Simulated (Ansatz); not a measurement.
# CH₄ClFSn: up Jacob's ladder to CCSD(T)

How much do the methods differ for CH₄ClFSn? The plan is to run it at one geometry with functionals of several rungs and with coupled cluster, and see how far each lands from CCSD(T) at the basis-set limit for the atomisation energy.

Program: Ansatz 0.2.0, Gaussian basis. Level of theory: functionals in def2-TZVPP, the program's frozen cores in correlated methods. These are calculated values, not measurements.

Plan: LDA (SPW92), PBE-D4, revPBE-D4, BLYP-D4, r2SCAN-D4, B97M-V, PBE0-D4, B3LYP-D4, r2SCANh-D4, r2SCAN0-D4, HSE06-D4, BHLYP-D4, CAM-B3LYP-D4, LC-ωPBE, ωB97X-V, ωB97M-V, B2PLYP, PBE-QIDH; CCSD(T)/def2-SVP; CCSD(T)/def2-TZVPP; MP2/def2-QZVPP; extrapolation to the limit; RPA on PBE.

**1. The geometry**

The geometry comes from an earlier relaxation with PBE0-D4 in a triple-zeta def2 set; it is a stationary point, not always the lowest conformer. Sn takes the def2 core potential; no spin-orbit term is included.

SMILES `[CH3][SnH]([F])[Cl]`, 8 atoms, charge 0, spin multiplicity 1.

Atoms are counted from 1 here; the program's logs count them from 0.

Bond lengths: C1–Sn2 2.114 Å, C1–H5 1.089 Å, C1–H6 1.090 Å, C1–H7 1.089 Å, Sn2–F3 1.919 Å, Sn2–Cl4 2.320 Å, Sn2–H8 1.699 Å. Angles: Sn2–C1–H5 108.0°, Sn2–C1–H6 109.5°, Sn2–C1–H7 109.8°, H5–C1–H6 109.8°, H5–C1–H7 109.7°, H6–C1–H7 109.9°, C1–Sn2–F3 105.9°, C1–Sn2–Cl4 109.0°, C1–Sn2–H8 122.6°, F3–Sn2–Cl4 104.5°, F3–Sn2–H8 105.4°, Cl4–Sn2–H8 108.0°.

**2. LDA**

This LDA is Slater exchange with PW92 correlation.

in.yaml

```yaml
crystal:
  periodic: [false, false, false]
  atoms:
    - {symbol: C, position_ang: [-0.274081, 1.144825, 0.187290]}
    - {symbol: Sn, position_ang: [0.291330, -0.825624, -0.328324]}
    - {symbol: F, position_ang: [1.796050, -1.250305, 0.784168]}
    - {symbol: Cl, position_ang: [-1.370120, -2.291780, 0.359074]}
    - {symbol: H, position_ang: [-0.471735, 1.169486, 1.258052]}
    - {symbol: H, position_ang: [0.536400, 1.831718, -0.054551]}
    - {symbol: H, position_ang: [-1.174024, 1.424959, -0.359030]}
    - {symbol: H, position_ang: [0.758382, -1.260479, -1.902480]}
basis:
  gaussian: {orbitals: def2-TZVPP}
hamiltonian: {xc: lda}
output: {orbitals: {seedname: orbitals}}
```

Run with:

```bash
$ ansatz run in.yaml --threads 4 --pin off --events-out ev --progress --plain --max-ram 10444MiB
```

The runs that follow: PBE-D4 (GGA); revPBE-D4 (GGA); BLYP-D4 (GGA); r2SCAN-D4 (meta-GGA); B97M-V (meta-GGA); PBE0-D4 (hybrid); B3LYP-D4 (hybrid); r2SCANh-D4 (hybrid); r2SCAN0-D4 (hybrid); HSE06-D4 (hybrid); BHLYP-D4 (hybrid); CAM-B3LYP-D4 (range-separated); LC-ωPBE (range-separated); ωB97X-V (range-separated); ωB97M-V (range-separated); B2PLYP (double hybrid); PBE-QIDH (double hybrid); CCSD(T) in def2-SVP; CCSD(T) in def2-TZVPP; MP2 in def2-QZVPP; RPA on PBE orbitals.

**Question.** What will the summary of the whole plan be? Wanted: atomisation energy, CCSD(T)/CBS; farthest beyond LDA; mean size of error, GGA; mean size of error, meta-GGA; mean size of error, hybrid; mean size of error, range-separated; mean size of error, double hybrid; gap, smallest and largest; T1 diagnostic.

As calculated:

```
                               quantity                                        value
        atomisation energy, CCSD(T)/CBS                                2620.0 kJ/mol
 functionals within 26.2 kJ/mol (1.0 %)  PBE-D4, r2SCAN-D4, B97M-V, ωB97X-V, ωB97M-V
                    farthest beyond LDA                     BHLYP-D4 (-112.9 kJ/mol)
                mean size of error, GGA                                  39.9 kJ/mol
           mean size of error, meta-GGA                                  15.3 kJ/mol
             mean size of error, hybrid                                  58.1 kJ/mol
    mean size of error, range-separated                                  25.2 kJ/mol
      mean size of error, double hybrid                                  58.5 kJ/mol
              gap, smallest and largest    5.47 eV (LDA (SPW92)), 12.94 eV (LC-ωPBE)
                          T1 diagnostic                                       0.0122
triples share of the correlation energy                                        3.3 %
```

In words: LDA overbinds by 335.5 kJ/mol (13 %). PBE-D4 misses by +2.5 kJ/mol. Double hybrids carry the basis error of their MP2 part in triple zeta, and no dispersion term here, so their miss is partly the set-up's. The rungs meta-GGA, range-separated miss on average by less than the doubt on the reference (26.2 kJ/mol), so they tie. The reference freezes the cores and leaves out spin-orbit coupling and excitations past (T), and its outer-core shells are covered unevenly, so misses under about 26.2 kJ/mol can't be ranked. All levels share the lack of spin-orbit coupling, which lowers the free heavy atoms and so the true binding. Hartree-Fock recovers 72 % of the binding; the rest is correlation. CCSD(T) in def2-SVP is off by -203.4 kJ/mol, which most functionals beat. The gap grows from 5.5 to 12.9 eV across the functionals, mostly with the share of exact exchange. Correlated methods include outer-core shells of Sn, which these sets cover unevenly.
